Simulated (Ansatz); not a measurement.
# Hf11Si13: the cost of one run

Method: DFT PBE, scalar-relativistic, plane waves, PAW, in Ansatz 0.2.0.

## (1) Starting point

The cell holds 24 atoms (Hf11Si13): a = 7.744 Å, b = 7.903 Å, c = 7.870 Å, α = 89.84°, β = 86.91°, γ = 91.12°.

13 Si, 11 Hf were thrown into a skewed cell at random, at 1.05 times a reference volume of the solid, and pushed apart as soft spheres.

Structure file:

```
CELL_PARAMETERS angstrom
7.74109 -0.07693 0.21037
-0.07693 7.90266 0.01170
0.21037 0.01170 7.86698
ATOMIC_POSITIONS crystal
Si 0.60244 0.85819 0.85309
Si 0.91536 0.30325 0.10410
Si 0.73140 0.06550 0.70155
Si 0.01155 0.45762 0.75062
Si 0.60271 0.87979 0.17233
Si 0.68846 0.60708 0.76365
Si 0.76026 0.34467 0.69992
Si 0.28787 0.14709 0.33424
Si 0.94629 0.19889 0.84330
Si 0.58065 0.58680 0.24599
Si 0.97642 0.25173 0.53227
Si 0.79785 0.00192 0.99250
Si 0.44930 0.50710 0.50028
Hf 0.43701 0.86632 0.50756
Hf 0.30123 0.22277 0.68403
Hf 0.90521 0.65909 0.03647
Hf 0.96618 0.97177 0.30438
Hf 0.22786 0.48280 0.22361
Hf 0.04542 0.88206 0.70055
Hf 0.87570 0.58614 0.44780
Hf 0.29170 0.97502 0.02018
Hf 0.64103 0.22124 0.39162
Hf 0.32791 0.61080 0.83080
Hf 0.55121 0.31017 0.00133
```

## (2) Langevin stage at 2990 K

The cutoff is lowered while the worst contacts of the packing are taken out. One k point, a Fermi-Dirac width of 0.258 eV and a fixed cell.

File input.yaml:

```yaml
crystal:
  lattice:
    - [7.741093, -0.076927, 0.210367]
    - [-0.076927, 7.90266, 0.011703]
    - [0.210367, 0.011703, 7.866978]
  atoms:
    - { symbol: Si, position: [0.6024369383, 0.8581948055, 0.8530878659] }
    - { symbol: Si, position: [0.9153615859, 0.3032516015, 0.1040951967] }
    - { symbol: Si, position: [0.7313999636, 0.0655027879, 0.7015543507] }
    - { symbol: Si, position: [0.0115493636, 0.457621203, 0.750623062] }
    - { symbol: Si, position: [0.6027129377, 0.8797903795, 0.1723279299] }
    - { symbol: Si, position: [0.6884551531, 0.6070834157, 0.7636502191] }
    - { symbol: Si, position: [0.7602620801, 0.3446685747, 0.6999187478] }
    - { symbol: Si, position: [0.2878675832, 0.1470918749, 0.3342350335] }
    - { symbol: Si, position: [0.9462896522, 0.1988947846, 0.8432971888] }
    - { symbol: Si, position: [0.5806524994, 0.5867981776, 0.2459878082] }
    - { symbol: Si, position: [0.9764220234, 0.2517257114, 0.5322701619] }
    - { symbol: Si, position: [0.7978489974, 0.0019198827, 0.9925034268] }
    - { symbol: Si, position: [0.4493015948, 0.5071029069, 0.5002819694] }
    - { symbol: Hf, position: [0.4370069972, 0.8663178599, 0.507555618] }
    - { symbol: Hf, position: [0.3012319615, 0.2227699508, 0.6840303306] }
    - { symbol: Hf, position: [0.9052129657, 0.6590929264, 0.0364690126] }
    - { symbol: Hf, position: [0.9661774823, 0.9717733123, 0.3043834292] }
    - { symbol: Hf, position: [0.2278645049, 0.4828005544, 0.2236105127] }
    - { symbol: Hf, position: [0.0454229517, 0.8820588785, 0.7005497669] }
    - { symbol: Hf, position: [0.8757030426, 0.5861383656, 0.447796685] }
    - { symbol: Hf, position: [0.2916959304, 0.9750150663, 0.020176588] }
    - { symbol: Hf, position: [0.6410304465, 0.2212395464, 0.3916173726] }
    - { symbol: Hf, position: [0.3279074496, 0.6108003083, 0.830801323] }
    - { symbol: Hf, position: [0.5512145758, 0.3101682458, 0.0013308412] }
  symmetry: { detect: false }
basis:
  ecutwfc: 320
  xc_grid: 1
kpoints:
  mp_grid: { grid: [1, 1, 1], shift: [0.25, 0.25, 0.25] }
hamiltonian:
  xc: pbe
scf:
  occupations: { method: fermi_dirac, width: 0.2577 }
  lower_state_search: "off"
  convergence: { dr2_threshold: 1.0e-05 }
output:
  forces: true
  stress: true
md:
  timestep: 3.0
  n_steps: 24
  ensemble: nvt_langevin
  friction: 0.03
  temperature: 2990.0
  initial_velocities: maxwell_boltzmann
  seed: 53563
```

The run is started by

```sh
$ ansatz run input.yaml --threads 2 --pin off --max-ram 5120MiB --backend cpu --events-out ev --progress --plain --runs-dir out
```

What time and memory should one allow on 2 threads of Arm Neoverse V1, shared host?

About 2.2 min, with a peak of 0.68 GiB.
